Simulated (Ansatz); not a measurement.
# Br3HOZr: up Jacob's ladder to CCSD(T)

An exercise on one series of results from a longer session: the logs are not shown, and one member is left open.

Method: functionals in def2-TZVPP, the program's frozen cores in correlated methods; program: Ansatz 0.2.0, Gaussian basis.

Levels to be run: LDA (SPW92), PBE-D4, revPBE-D4, BLYP-D4, r2SCAN-D4, B97M-V, PBE0-D4, B3LYP-D4, r2SCANh-D4, r2SCAN0-D4, HSE06-D4, BHLYP-D4, CAM-B3LYP-D4, LC-ωPBE, ωB97X-V, ωB97M-V, B2PLYP, PBE-QIDH; CCSD(T)/def2-SVP; MP2/def2-TZVPP; MP2/def2-QZVPP; RPA on PBE.

### The relaxed structure

The geometry comes from an earlier relaxation with PBE0-D4 in a triple-zeta def2 set; it is a stationary point. Zr takes the def2 core potential; no spin-orbit term is included.

SMILES `[OH][Zr]([Br])([Br])[Br]`, 6 atoms, charge 0, spin multiplicity 1.

Atoms are counted from 1 here; the program's logs count them from 0.

Bond lengths: O1–Zr2 1.874 Å, O1–H6 0.954 Å, Zr2–Br3 2.489 Å, Zr2–Br4 2.489 Å, Zr2–Br5 2.489 Å. Angles: Zr2–O1–H6 179.9°, O1–Zr2–Br3 109.0°, O1–Zr2–Br4 109.0°, O1–Zr2–Br5 109.0°, Br3–Zr2–Br4 109.9°, Br3–Zr2–Br5 109.9°, Br4–Zr2–Br5 109.9°.

Set-up of the first run:

in.yaml reads:

```yaml
crystal:
  periodic: [false, false, false]
  atoms:
    - {symbol: O, position_ang: [-0.020183, 0.199506, 1.482634]}
    - {symbol: Zr, position_ang: [0.004809, -0.050227, -0.374410]}
    - {symbol: Br, position_ang: [1.872706, -1.587513, -0.961542]}
    - {symbol: Br, position_ang: [-2.164316, -1.040235, -1.089843]}
    - {symbol: Br, position_ang: [0.338848, 2.152300, -1.485424]}
    - {symbol: H, position_ang: [-0.031856, 0.326169, 2.428575]}
basis:
  gaussian: {orbitals: def2-TZVPP}
hamiltonian: {xc: lda}
output: {orbitals: {seedname: orbitals}}
```

Run with:

```
$ ansatz run in.yaml --threads 4 --pin off --events-out ev --progress --plain --max-ram 11315MiB
```

Among the steps run: LDA; PBE-D4 (GGA); revPBE-D4 (GGA); BLYP-D4 (GGA); r2SCAN-D4 (meta-GGA); B97M-V (meta-GGA); B3LYP-D4 (hybrid); r2SCANh-D4 (hybrid); r2SCAN0-D4 (hybrid); HSE06-D4 (hybrid); BHLYP-D4 (hybrid); CAM-B3LYP-D4 (range-separated); LC-ωPBE (range-separated); ωB97X-V (range-separated); ωB97M-V (range-separated); B2PLYP (double hybrid); PBE-QIDH (double hybrid).

One table of the session follows, with a row left open; its other results are not shown here.

It belongs to the step «Orbital energies across the functionals». 

| functional | HOMO (eV) | LUMO (eV) | gap (eV) |
| --- | --- | --- | --- |
| LDA (SPW92) | -7.49 | -3.16 | 4.33 |
| PBE-D4 | -7.32 | -2.94 | 4.38 |
| revPBE-D4 | -7.26 | -2.86 | 4.40 |
| BLYP-D4 | -7.13 | -2.80 | 4.33 |
| r2SCAN-D4 | -7.67 | -2.84 | 4.83 |
| B97M-V | -7.71 | -2.77 | 4.94 |
| PBE0-D4 | -8.56 | -2.21 | 6.35 |
| B3LYP-D4 | ? | ? | ? |
| r2SCANh-D4 | -8.12 | -2.56 | 5.56 |
| r2SCAN0-D4 | -8.79 | -2.14 | 6.66 |
| HSE06-D4 | -8.17 | -2.58 | 5.58 |
| BHLYP-D4 | -9.62 | -1.29 | 8.33 |
| CAM-B3LYP-D4 | -9.81 | -1.16 | 8.65 |
| LC-ωPBE | -11.19 | -0.10 | 11.09 |
| ωB97X-V | -10.82 | -0.16 | 10.66 |
| ωB97M-V | -10.68 | -0.22 | 10.46 |

Q: Estimate the row for B3LYP-D4 from the others.

Worked estimate for «HOMO (eV)». Against the share of exact exchange, BLYP-D4 (0, -7.13), BHLYP-D4 (0.5, -9.62) give a slope of -4.98 per unit share; at 0.2 the line stands at -8.13.

**Answer.** HOMO (eV): -8.28; LUMO (eV): -2.39; gap (eV): 5.90. In «HOMO (eV)» the line misses by +0.15.
